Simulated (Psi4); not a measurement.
# SiHF3 (SMILES F[SiH](F)F): a first try and a second

Wanted: the vertical excitations of SiHF3, TDHF/jun-cc-pV(D+d)Z (density fitting, save jk yes).

Program for the calculation: Psi4 1.11.

1 further run of the same task is left out (set aside as unsound or not needed).

### 1 The system as given

SiHF3 has 5 atoms, charge 0, and is taken as a singlet. SMILES: `F[SiH](F)F`. The shape is that of a PBE0-D4/def2-TZVP optimisation.

Bond lengths: F1–Si2 1.573 Å, Si2–F3 1.573 Å, Si2–F4 1.573 Å, Si2–H5 1.461 Å. Angles: F1–Si2–F3 108.3°, F1–Si2–F4 108.3°, F3–Si2–F4 108.3°, F1–Si2–H5 110.7°, F3–Si2–H5 110.7°, F4–Si2–H5 110.7°.

### 2 First attempt

input.dat reads:

```
memory 1.6 GB

molecule molecule1 {
  F     -0.447100    -0.082200     1.491300
  Si     0.040700     0.001700    -0.001800
  F     -0.597100     1.281400    -0.657200
  F     -0.495900    -1.263300    -0.767200
  H      1.499400     0.062400    -0.065100
  symmetry td
}

set {
  basis   jun-cc-pV(D+d)Z
  save_jk true
}

from psi4.driver.procrouting.response.scf_response import tdscf_excitations
E, wfn = energy('hf', return_wfn=True)
states = tdscf_excitations(wfn, states=6, tda=False)
print_variables()
```

Run with:

```
$ psi4 -n 1 input.dat output.dat
```

output.dat:

```text
Psi4 1.11 release

RuntimeError:
Fatal Error: PointGroup: Unknown point group name provided.

Printing out the relevant lines from the Psithon --> Python processed input file:
    from psi4.driver.wrapper_database import database, db, DB_RGT, DB_RXN
    from psi4.driver.wrapper_autofrag import auto_fragments
    psi4_io = core.IOManager.shared_object()
    core.set_memory_bytes(1600000000)

--> molecule1 = geometry("""
      F     -0.447100    -0.082200     1.491300
      Si     0.040700     0.001700    -0.001800
      F     -0.597100     1.281400    -0.657200
      F     -0.495900    -1.263300    -0.767200
      H      1.499400     0.062400    -0.065100

!----------------------------------------------------------------------------------!
!                                                                                  !
! Fatal Error: PointGroup: Unknown point group name provided.                      !
!                                                                                  !
!----------------------------------------------------------------------------------!

    Psi4 run time: 0:00:00.00
```

Wall time 0.99 s (1 thread of Intel Xeon Platinum 8488C (Sapphire Rapids), shared host); peak memory 0.13 GiB.

### 3 What went wrong

The job broke off with an error.

The telling line is `Fatal Error: PointGroup: Unknown point group name provided.`. The fault: the input holds a word that the program doesn't know. To mend it: symmetry c1 in place of td.

### 4 Try two

input.dat reads:

```
memory 1600 MB

molecule molecule1 {
  F     -0.447100    -0.082200     1.491300
  Si     0.040700     0.001700    -0.001800
  F     -0.597100     1.281400    -0.657200
  F     -0.495900    -1.263300    -0.767200
  H      1.499400     0.062400    -0.065100
  symmetry c1
}

set globals {
  basis jun-cc-pV(D+d)Z
  save_jk true
}

from psi4.driver.procrouting.response.scf_response import tdscf_excitations
e, wfn = energy("hf", return_wfn=True)
states = tdscf_excitations(wfn, states=6, tda=False)
print_variables()
```

Run with:

```
$ psi4 input.dat output.dat -n 1
```

output.dat, cut to the lines that bear on the results:

```text
[...]
  Running in c1 symmetry.
[...]
  Nuclear repulsion =  188.407850402666924
[...]
  Multiplicity = 1
[...]
  Nalpha       = 21
  Nbeta        = 21
[...]
    Number of basis functions: 86
[...]
   @DF-RHF iter   1:  -587.96024288996091   -8.39347e-01   5.74501e-03 ADIIS/DIIS
[...]
   @DF-RHF iter   7:  -588.04650361179404   -3.08851e-08   2.20579e-07 DIIS
[...]
  @DF-RHF Final Energy:  -588.04650361179404
   => Energetics <=
    Nuclear Repulsion Energy =            188.4078504026669236
    One-Electron Energy =               -1194.0571728599602466
    Two-Electron Energy =                 417.6028188454993142
    Total Energy =                       -588.0465036117940372
[...]
 Multipole Moments:
 ------------------------------------------------------------------------------------
     Multipole            Electronic (a.u.)      Nuclear  (a.u.)        Total (a.u.)
 ------------------------------------------------------------------------------------
 L = 1.  Multiply by 2.5417464519 to convert [e a0] to [Debye]
 Dipole X            :         -1.5804875            2.2804039            0.6999164
 Dipole Y            :         -0.0657518            0.0949100            0.0291581
 Dipole Z            :          0.0684183           -0.0990473           -0.0306290
 Magnitude           :                                                    0.7011927
[...]
**********                               WARNING                                **********
**********       The names of excited state variables changed between 1.5       **********
[...]
**********                               WARNING                                **********
**********  Length-gauge rotatory strengths are **NOT** gauge-origin invariant  **********
[...]
                                    Excitation Energy         Total Energy        Oscillator Strength             Rotatory Strength
[...]
Excited State    1 (1 A):   0.44130 au   103.25 nm f = 0.1717
[...]
Excited State    3 (1 A):   0.45090 au   101.05 nm f = 0.2142
[...]
Excited State    4 (1 A):   0.47846 au   95.23 nm f = 0.2265
[...]
Excited State    5 (1 A):   0.51230 au   88.94 nm f = 0.0000
[...]
Excited State    6 (1 A):   0.52397 au   86.96 nm f = 0.0276
[...]
**********                               WARNING                                **********
**********       The names of excited state variables changed between 1.5       **********
[...]
```

Run time: 5.4 s. Hardware: 1 thread of Intel Xeon Platinum 8488C (Sapphire Rapids), shared host; peak memory 0.28 GiB.

The roots found:

```csv
excited state,energy (eV),strength,label
1,12.008,0.1716,A 1
2,12.009,0.1716,A 1
3,12.270,0.2142,A 1
4,13.020,0.2265,A 1
5,13.940,0.0000,A 1
6,14.258,0.0276,A 1
```

### 5 Outcome

Level: TDHF/jun-cc-pV(D+d)Z (density fitting, save jk yes).

| quantity | value |
| --- | --- |
| ground-state or mean-field energy | -588.04650 Eh |
| dipole moment (Hartree–Fock density) | 1.78 D |
| HOMO energy (Hartree–Fock orbitals) | -15.53 eV |
| LUMO energy (Hartree–Fock orbitals) | 1.53 eV |
| HOMO–LUMO gap (Hartree–Fock orbitals) | 17.07 eV |
| lowest excitation energy | 12.01 eV |

In words: The brightest of the 6 transitions from the ground state lies at 12.01 eV (103 nm, f = 0.343, degenerate roots summed).
